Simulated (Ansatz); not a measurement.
# NdScSb2: the cost of one run

Method: DFT PBE, scalar-relativistic, plane waves, PAW; 4f electrons in the core of a trivalent norm-conserving potential, in Ansatz 0.2.0.

### Step 1. The structure to begin with

It takes space group P4/mmm (No. 123, tetragonal). Conventional cell: a = 4.660 Å, b = 4.660 Å, c = 5.552 Å, α = 90.00°, β = 90.00°, γ = 90.00°. Around Nd (site symmetry 4/mmm) lie 2 Sc at 2.78 Å. Around Sc (site symmetry 4/mmm) lie 2 Nd at 2.78 Å. Sb (site symmetry 4mm) has 2 Sb at 2.61 to 2.94 Å in its first shell of neighbours.

As a file:

```
CELL_PARAMETERS angstrom
4.65963 0.00000 0.00000
0.00000 4.65963 0.00000
0.00000 0.00000 5.55196
ATOMIC_POSITIONS crystal
Nd 0.50000 0.50000 0.00000
Sc 0.50000 0.50000 0.50000
Sb 0.00000 0.00000 0.73500
Sb 0.00000 0.00000 0.26500
```

A structure generator made this guess: random cell by space group and Wyckoff sites (P4/mmm, No. 123). The dimensions are guesses.

### Step 2. A first look at the guess

File input.yaml:

```yaml
crystal:
  lattice:
    - [4.65962615, 0.0, 0.0]
    - [0.0, 4.65962615, 0.0]
    - [0.0, 0.0, 5.55196017]
  atoms:
    - { symbol: Nd, position: [0.5, 0.5, 0.0] }
    - { symbol: Sc, position: [0.5, 0.5, 0.5] }
    - { symbol: Sb, position: [0.0, 0.0, 0.7349989] }
    - { symbol: Sb, position: [0.0, 0.0, 0.2650011] }
basis:
  ecutwfc: 660
kpoints:
  mp_grid: { grid: [4, 4, 4] }
hamiltonian:
  xc: pbe
  pseudopotentials:
    kind: paw
    azcp: { Nd: "pseudopotentials/pbe/nc/lanthanide_3plus/Nd.nc.azcp" }
scf:
  occupations: { method: gaussian, width: 0.1 }
  lower_state_search: "off"
output:
  forces: true
  stress: true
  eigenvalues: true
```

Launch:

```sh
> ansatz run input.yaml --threads 1 --pin off --max-ram 2560MiB --backend cpu --events-out ev --progress --plain --runs-dir out
```

**Question.** How long does this run take on 1 thread of Arm Neoverse V2, shared host, and how much memory does it need?

About 7.9 s, with a peak of 0.46 GiB.
